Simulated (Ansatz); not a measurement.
**ZnNH₃: up Jacob's ladder to CCSD(T)**

The task here is to estimate one member of a computed series from the others.

Computed with Ansatz 0.2.0, Gaussian basis. Level: functionals in def2-TZVPP, the program's frozen cores in correlated methods.

Levels to be run: LDA (SPW92), PBE-D4, revPBE-D4, BLYP-D4, r2SCAN-D4, B97M-V, PBE0-D4, B3LYP-D4, r2SCANh-D4, r2SCAN0-D4, HSE06-D4, BHLYP-D4, CAM-B3LYP-D4, LC-ωPBE, ωB97X-V, ωB97M-V, B2PLYP, PBE-QIDH; CCSD(T)/def2-SVP; CCSD(T)/def2-TZVPP; CCSD(T)/def2-QZVPP; extrapolation to the limit; RPA on PBE.

**The relaxed structure**

An earlier PBE0-D4 in a triple-zeta def2 set relaxation fixed the geometry.

SMILES `[NH2][ZnH]`, 5 atoms, charge 0, spin multiplicity 1.

Atoms are counted from 1 here; the program's logs count them from 0.

Bond lengths: N1–Zn2 1.817 Å, N1–H3 1.009 Å, N1–H4 1.009 Å, Zn2–H5 1.523 Å. Angles: Zn2–N1–H3 119.9°, Zn2–N1–H4 119.9°, H3–N1–H4 108.6°, N1–Zn2–H5 176.2°.

Coordinates:

```xyz
5

N    -0.14397   -0.83383   -0.06556
Zn    0.34486    0.91557   -0.09738
H    -1.04605   -1.11113   -0.42258
H     0.07316   -1.40275    0.73899
H     0.82200    2.35855   -0.19487
```

Set-up of the first run:

in.yaml

```yaml
crystal:
  periodic: [false, false, false]
  atoms:
    - {symbol: N, position_ang: [-0.143968, -0.833831, -0.065562]}
    - {symbol: Zn, position_ang: [0.344855, 0.915567, -0.097376]}
    - {symbol: H, position_ang: [-1.046053, -1.111134, -0.422578]}
    - {symbol: H, position_ang: [0.073161, -1.402748, 0.738989]}
    - {symbol: H, position_ang: [0.822005, 2.358546, -0.194875]}
basis:
  gaussian: {orbitals: def2-TZVPP}
hamiltonian: {xc: lda}
output: {orbitals: {seedname: orbitals}}
```

The run is started by

```console
ansatz run in.yaml --threads 2 --pin off --events-out ev --progress --plain --max-ram 32768MiB --backend cpu
```

Among the steps run: LDA; PBE-D4 (GGA); revPBE-D4 (GGA); BLYP-D4 (GGA); r2SCAN-D4 (meta-GGA); B97M-V (meta-GGA); B3LYP-D4 (hybrid); r2SCANh-D4 (hybrid); r2SCAN0-D4 (hybrid); HSE06-D4 (hybrid); BHLYP-D4 (hybrid); CAM-B3LYP-D4 (range-separated); LC-ωPBE (range-separated); ωB97X-V (range-separated); ωB97M-V (range-separated); B2PLYP (double hybrid); PBE-QIDH (double hybrid).

One of the session's tables, all rows but one given; the rest of the session is left out.

It belongs to the step «Orbital energies across the functionals». 

| functional | HOMO (eV) | gap (eV) |
| --- | --- | --- |
| LDA (SPW92) | -5.64 | 4.46 |
| PBE-D4 | ? | ? |
| revPBE-D4 | -5.38 | 4.46 |
| BLYP-D4 | -5.34 | 4.35 |
| r2SCAN-D4 | -5.69 | 5.12 |
| B97M-V | -5.73 | 4.81 |
| PBE0-D4 | -6.77 | 6.50 |
| B3LYP-D4 | -6.55 | 5.99 |
| r2SCANh-D4 | -6.19 | 5.86 |
| r2SCAN0-D4 | -6.95 | 6.96 |
| HSE06-D4 | -6.36 | 5.74 |
| BHLYP-D4 | -8.02 | 8.33 |
| CAM-B3LYP-D4 | -8.22 | 8.67 |
| LC-ωPBE | -9.65 | 11.17 |
| ωB97X-V | -9.24 | 10.65 |
| ωB97M-V | -9.15 | 10.18 |

**Question.** Estimate the row for PBE-D4.

As computed: HOMO (eV): -5.45; gap (eV): 4.45. In the column «HOMO (eV)» it lies between LDA (SPW92) (-5.64) and revPBE-D4 (-5.38).
